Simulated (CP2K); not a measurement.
**MgB under changes of volume**

One of the cells (12.133 Å³/atom); the others are scaled copies at fixed shape and fractional positions:

```
Mg B
1.0
     2.89515    0.00000    0.00000
     0.00000    2.89515    0.00000
     0.00000    0.00000    2.89515
Mg B
1 1
Direct
  0.00000 0.00000 0.00000
  0.50000 0.50000 0.50000
```

The cell was built by a generator and needn't be a form met in nature.

| Property | Result |
| --- | --- |
| Program | CP2K 2026.2 |
| Functional | PBE |
| Potentials or basis | POTENTIAL_UZH Mg GTH-PBE-q10, B GTH-PBE-q3; TZVP-MOLOPT-PBE-GTH basis |
| Density cutoff | 19048 eV |
| k mesh | 9 × 9 × 9 |
| Occupations | fermi-dirac, width 0.05 eV |
| Spin | no spin polarisation |

| volume (Å³/atom) | energy over the lowest point (meV/atom) | pressure (GPa) |
| --- | --- | --- |
| 11.405 | 24.72 | 8.6 |
| 11.648 | 15.81 | 6.2 |
| 11.891 | ? | ? |
| 12.133 | 2.69 | 2.4 |
| 12.376 | 0.15 | 0.8 |
| 12.619 | 0.00 | -0.8 |
| 12.861 | 2.20 | -2.2 |

Task: What does the run at 11.891 Å³/atom give?

Result: Energy over the lowest point 7.82 meV/atom; pressure 4.2 GPa.

Worked out: A Birch-Murnaghan fit of order 3 (a polynomial in V^(-2/3)) to the other rows has its minimum at 12.52 Å³/atom with B0 = V·E''(V) = 92 GPa (rough, since the energies scatter). It gives 8.21 meV/atom at 11.891 Å³/atom, against the run's 7.82, and -dE/dV = 4.2 GPa, against 4.2.

Energies are extrapolated to zero smearing.

Caveats: the basis of atomic orbitals isn't converged, which shifts pressures, moduli and gaps.
